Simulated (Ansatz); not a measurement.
# NaS3: the cost of one run

Computed with Ansatz 0.2.0 (DFT PBE, scalar-relativistic, plane waves, PAW, unless a step's input says otherwise).

1 further run of the same task is left out (set aside as unsound or not needed).

### 1 The starting structure

The structure is hexagonal, space group P6/mmm (No. 191). The conventional cell has a = 5.268 Å, b = 5.268 Å, c = 3.591 Å, α = 90.00°, β = 90.00°, γ = 120.00°. Around Na (site symmetry 6/mmm) lie 6 S at 2.63 Å. S (site symmetry mmm) is surrounded by 2 Na at 2.63 Å and 4 S at 2.63 Å.

As a file:

```cif
data_structure
_symmetry_space_group_name_H-M 'P 1'
_symmetry_Int_Tables_number 1
_cell_length_a 5.2684
_cell_length_b 5.2684
_cell_length_c 3.5912
_cell_angle_alpha 90.000
_cell_angle_beta 90.000
_cell_angle_gamma 120.000
_cell_volume 86.33
loop_
_atom_site_label
_atom_site_type_symbol
_atom_site_fract_x
_atom_site_fract_y
_atom_site_fract_z
_atom_site_occupancy
Na1 Na 0.00000 0.00000 0.50000 1
S1 S 0.50000 0.00000 0.50000 1
S2 S 0.00000 0.50000 0.50000 1
S3 S 0.50000 0.50000 0.50000 1
```

It is the end of an earlier relaxation with the same method, from a generated guess; it needn't be the stable form of this composition. At a tolerance of 0.05 Å it has space group P6/mmm (No. 191); it has 21.58 Å³/atom, an uncorrected energy of +0.23 eV/atom over the elements.

### 2 Electronic structure at the relaxed geometry

input.yaml reads:

```yaml
crystal:
  lattice:
    - [5.2684293592, 0.0, 0.0]
    - [-2.6342146796, 4.5625936631, 0.0]
    - [0.0, 0.0, 3.5912401085]
  atoms:
    - { symbol: Na, position: [0.0, 0.0, 0.5] }
    - { symbol: S, position: [0.5, 0.0, 0.5] }
    - { symbol: S, position: [0.0, 0.5, 0.5] }
    - { symbol: S, position: [0.5, 0.5, 0.5] }
basis:
  ecutwfc: 420
kpoints:
  mp_grid: { grid: [12, 12, 14] }
  band_path:
    path:
      - [[0.0, 0.0, 0.0], [0.5, 0.0, 0.0], [0.33333333, 0.33333333, 0.0], [0.0, 0.0, 0.0], [0.0, 0.0, 0.5], [0.5, 0.0, 0.5], [0.33333333, 0.33333333, 0.5], [0.0, 0.0, 0.5]]
      - [[0.5, 0.0, 0.5], [0.5, 0.0, 0.0]]
      - [[0.33333333, 0.33333333, 0.5], [0.33333333, 0.33333333, 0.0]]
    npoints: 14
hamiltonian:
  xc: pbe
scf:
  occupations: { method: gaussian, width: 0.1 }
  n_extra_bands: 10
output:
  forces: true
  stress: true
  eigenvalues: true
  populations: true
  dos: { projected: true, de: 0.02, nscf_kmesh: { grid: [15, 15, 17] } }
  bader: true
  write_density: true
  write_potential: true
  elf: true
  volumetric_format: npy
```

Started as:

```
ansatz run input.yaml --threads 1 --pin off --max-ram 2048MiB --backend cpu --events-out ev --progress --plain --runs-dir out
```

Q: Estimate wall time and peak memory on 1 thread of Arm Neoverse V2, shared host.

About 47 s, with a peak of 0.56 GiB.
